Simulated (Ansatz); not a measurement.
# C4H8BF: up Jacob's ladder to CCSD(T)

The task here is to estimate one member of a computed series from the others.

The runs use Ansatz 0.2.0, Gaussian basis; functionals in def2-TZVPP, the program's frozen cores in correlated methods.

Levels to be run: PBE-D4, r2SCAN-D4, PBE0-D4, B3LYP-D4, ωB97X-V, ωB97M-V, B2PLYP; CCSD(T)/def2-TZVPP; MP2/def2-QZVPP; extrapolation to the limit.

## Structure used throughout

The geometry comes from an earlier relaxation with PBE0-D4 in a triple-zeta def2 set; it is a stationary point, not always the lowest conformer.

SMILES `C[C@@H](F)[C@@H]1BC1`, 14 atoms, charge 0, spin multiplicity 1.

Atoms are counted from 1 here; the program's logs count them from 0.

Bond lengths: C1–C2 1.509 Å, C1–H7 1.092 Å, C1–H8 1.092 Å, C1–H9 1.091 Å, C2–F3 1.395 Å, C2–C4 1.501 Å, C2–H10 1.097 Å, C4–B5 1.527 Å, C4–C6 1.540 Å, C4–H11 1.090 Å, B5–C6 1.522 Å, B5–H12 1.183 Å, C6–H13 1.089 Å, C6–H14 1.086 Å. Angles: C2–C1–H7 110.0°, C2–C1–H8 110.0°, C2–C1–H9 110.8°, H7–C1–H8 108.5°, H7–C1–H9 108.7°, H8–C1–H9 108.7°, C1–C2–F3 108.1°, C1–C2–C4 113.5°, C1–C2–H10 109.9°, F3–C2–C4 109.5°, F3–C2–H10 106.2°, C4–C2–H10 109.4°, C2–C4–B5 123.3°, C2–C4–C6 118.5°, C2–C4–H11 113.2°, B5–C4–C6 59.5°, B5–C4–H11 116.6°, C6–C4–H11 115.4° and more.

The first run:

Input file in.yaml:

```yaml
crystal:
  periodic: [false, false, false]
  atoms:
    - {symbol: C, position_ang: [0.258125, -1.778037, 0.581468]}
    - {symbol: C, position_ang: [0.799741, -0.470184, 0.058086]}
    - {symbol: F, position_ang: [1.834688, -0.755634, -0.831925]}
    - {symbol: C, position_ang: [-0.233880, 0.375009, -0.628709]}
    - {symbol: B, position_ang: [-0.064939, 1.872414, -0.872643]}
    - {symbol: C, position_ang: [-1.023030, 1.397885, 0.210210]}
    - {symbol: H, position_ang: [-0.538547, -1.590236, 1.304160]}
    - {symbol: H, position_ang: [-0.151509, -2.368952, -0.240802]}
    - {symbol: H, position_ang: [1.045471, -2.354956, 1.069789]}
    - {symbol: H, position_ang: [1.250875, 0.101734, 0.878888]}
    - {symbol: H, position_ang: [-0.819121, -0.176065, -1.365325]}
    - {symbol: H, position_ang: [0.448051, 2.753720, -1.472493]}
    - {symbol: H, position_ang: [-0.718180, 1.512451, 1.249494]}
    - {symbol: H, position_ang: [-2.100645, 1.451751, 0.088603]}
basis:
  gaussian: {orbitals: def2-TZVPP}
hamiltonian: {xc: pbe, dispersion: d4}
output: {forces: true, orbitals: {seedname: orbitals}}
```

Launch:

```
ansatz run in.yaml --threads 4 --pin off --events-out ev --progress --plain --max-ram 10444MiB
```

Steps of the session up to this table: PBE-D4 (GGA); r2SCAN-D4 (meta-GGA); PBE0-D4 (hybrid); B3LYP-D4 (hybrid); ωB97X-V (range-separated); ωB97M-V (range-separated); B2PLYP (double hybrid); CCSD(T) in def2-TZVPP; MP2 in def2-QZVPP.

One table of the session follows, with a row left open; its other results are not shown here.

| method | atomisation energy (kJ/mol) |
| --- | --- |
| PBE-D4 | 5705.5 |
| r2SCAN-D4 | 5598.3 |
| PBE0-D4 | 5621.8 |
| B3LYP-D4 | 5566.5 |
| ωB97X-V | 5578.7 |
| ωB97M-V | 5587.2 |
| B2PLYP | 5512.4 |
| HF/def2-TZVPP | 4171.0 |
| MP2/def2-TZVPP | 5521.8 |
| CCSD/def2-TZVPP | ? |
| CCSD(T)/def2-TZVPP | 5420.7 |
| MP2/CBS | 5644.9 |
| CCSD(T)/CBS | 5543.8 |

Q: Estimate the row for CCSD/def2-TZVPP from the others.

**Answer.** atomisation energy (kJ/mol): 5346.4. In the column «atomisation energy (kJ/mol)» it lies between HF/def2-TZVPP (4171.0) and CCSD(T)/def2-TZVPP (5420.7).
